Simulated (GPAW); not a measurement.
GdO, 2 atoms in the cell. It takes space group F-43m (No. 216, cubic). The conventional cell has a = 5.214 Å, b = 5.214 Å, c = 5.214 Å, α = 90.00°, β = 90.00°, γ = 90.00°. Gd (site symmetry -43m) is surrounded by 4 O at 2.26 Å. O (site symmetry -43m) has 4 Gd at 2.26 Å as nearest neighbours. 

* Program: GPAW 26.7.0
* Task: phonons
* Functional: PBE
* Potentials or basis: GPAW PAW data sets (gpaw-data 1.2.1)
* Cutoff: 680 eV
* Basis: pw
* k mesh: 6 × 6 × 6
* Occupations: fermi-dirac, width 0.05 eV
* Spin: collinear spin, ferromagnetic start
* Starting moments: [7.0, 0.0] μB
* Maxiter: 150
* Convergence: density=1e-06 eigenstates=1e-09
* Supercell: 1 × 1 × 1
* Supercell k mesh: 6 × 6 × 6
* Displacement: 0.03
* Relaxed first: ions

Potentials or basis: GPAW PAW data sets (gpaw-data 1.2.1), pw.

Run with:

```sh
$ OMP_NUM_THREADS=1 python run.py
```

Hardware: 1 thread of Arm Neoverse V2, with other jobs on the host.

**Question.** How long does it take, and how much memory?

**Answer.** It took 6.4 min on 1 thread of Arm Neoverse V2, with other jobs on the host, peak memory 0.38 GiB. Counts: scf iterations 59, plane waves 1458, bands 25, k points 16.
